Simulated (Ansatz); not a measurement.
# C2H9NOSi: small, medium and large basis sets

How large a basis does C2H9NOSi need? Two functionals are run in growing sets.

Computed with Ansatz 0.2.0, Gaussian basis. Level: one geometry, several basis sets.

Levels to be run: PBE0-D4/def2-SVP; ωB97M-V/def2-SVP; PBE0-D4/def2-QZVPP; ωB97M-V/def2-QZVPP; the functionals' def2-TZVPP values are taken from earlier runs.

### 1 The relaxed structure

An earlier PBE0-D4 in a triple-zeta def2 set relaxation fixed the geometry.

14 atoms, charge 0, spin multiplicity 1.

Atoms are counted from 1 here; the program's logs count them from 0.

Bond lengths: C1–O2 1.404 Å, C1–H6 1.092 Å, C1–H7 1.097 Å, C1–H8 1.098 Å, O2–Si3 1.652 Å, Si3–C4 1.861 Å, Si3–N5 1.706 Å, Si3–H9 1.491 Å, C4–H10 1.094 Å, C4–H11 1.093 Å, C4–H12 1.092 Å, N5–H13 1.007 Å, N5–H14 1.007 Å. Angles: O2–C1–H6 108.6°, O2–C1–H7 111.7°, O2–C1–H8 111.9°, H6–C1–H7 108.1°, H6–C1–H8 108.2°, H7–C1–H8 108.2°, C1–O2–Si3 122.6°, O2–Si3–C4 110.3°, O2–Si3–N5 111.2°, O2–Si3–H9 106.8°, C4–Si3–N5 108.9°, C4–Si3–H9 111.3°, N5–Si3–H9 108.2°, Si3–C4–H10 110.9°, Si3–C4–H11 111.0°, Si3–C4–H12 110.9°, H10–C4–H11 107.6°, H10–C4–H12 108.3° and more.

### 2 PBE0-D4 in def2-SVP

in.yaml

```yaml
crystal:
  periodic: [false, false, false]
  atoms:
    - {symbol: C, position_ang: [-1.063056, -0.375502, 1.857993]}
    - {symbol: O, position_ang: [-0.727043, 0.554409, 0.860556]}
    - {symbol: Si, position_ang: [-0.187164, 0.101699, -0.634064]}
    - {symbol: C, position_ang: [1.522565, -0.622432, -0.512246]}
    - {symbol: N, position_ang: [-0.150695, 1.428558, -1.705727]}
    - {symbol: H, position_ang: [-1.595202, 0.146340, 2.656203]}
    - {symbol: H, position_ang: [-0.171237, -0.844121, 2.291765]}
    - {symbol: H, position_ang: [-1.715721, -1.169802, 1.473003]}
    - {symbol: H, position_ang: [-1.161880, -0.896468, -1.160638]}
    - {symbol: H, position_ang: [2.241305, 0.128434, -0.171751]}
    - {symbol: H, position_ang: [1.548005, -1.450577, 0.200749]}
    - {symbol: H, position_ang: [1.855773, -1.000941, -1.481159]}
    - {symbol: H, position_ang: [-1.008457, 1.872704, -1.990938]}
    - {symbol: H, position_ang: [0.599806, 2.098398, -1.655145]}
basis:
  gaussian: {orbitals: def2-SVP}
hamiltonian: {xc: pbe0, dispersion: d4}
output: {orbitals: {seedname: orbitals}}
```

Started as:

```bash
> ansatz run in.yaml --threads 4 --pin off --events-out ev --progress --plain --max-ram 10444MiB
```

The runs that follow: ωB97M-V in def2-SVP; PBE0-D4 in def2-QZVPP; ωB97M-V in def2-QZVPP.

**Question.** What will the summary of the whole plan be? Wanted: PBE0-D4: double and triple zeta above quadruple; ωB97M-V: double and triple zeta above quadruple.

As calculated:

```
                                       quantity           value
PBE0-D4: double and triple zeta above quadruple  10.41, 0.63 eV
ωB97M-V: double and triple zeta above quadruple  10.68, 0.60 eV
```

In words: PBE0-D4 gains 9.78 eV from double to triple zeta, then 0.63 eV more. Total energies overstate the basis error of differences, where much of it tends to cancel. The LUMO of ωB97M-V is positive and keeps falling with the basis (3.41 to 1.79 eV): an unbound level that the basis holds in place.
